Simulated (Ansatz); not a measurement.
# SiZr: the cost of one run

The runs use Ansatz 0.2.0, Gaussian basis; def2-QZVPP, core rule «outside noble gas», up to 9 orbitals frozen.

The runs, in order: UHF; ROHF; CCSD(T) on UHF.

2 further runs of the same task are left out: 2 set aside as unsound or not needed.

### Step 1. The system

The geometry is a PBE0/def2-TZVP stationary point (not a proven minimum) of the parent state, kept for this charge and spin. No spin-orbit coupling is included. Elements past krypton take def2 core potentials.

2 atoms, charge 0, spin multiplicity 5.

Atoms are counted from 1 here; the program's logs count them from 0.

Bond lengths: Zr1–Si2 2.390 Å.

### Step 2. UHF

Contents of in.yaml:

```yaml
crystal:
  periodic: [false, false, false]
  atoms:
    - {symbol: Zr, position_ang: [0.000000, 0.000000, 0.000000]}
    - {symbol: Si, position_ang: [0.000000, 0.000000, 2.390400]}
basis:
  gaussian: {orbitals: "def2-QZVPP.json"}
magnetization: {spin_polarized: true, initial_magnetization: 4}
hamiltonian: {xc: hf}
output: {orbitals: {seedname: orbitals}}
```

Started as:

```
$ ansatz run in.yaml --threads 1 --pin off --events-out ev --progress --plain --max-ram 2560MiB --backend cpu
```

What time and memory should one allow on 1 thread of AMD EPYC 7R13, shared host?

About 49 s, with a peak of 0.38 GiB.
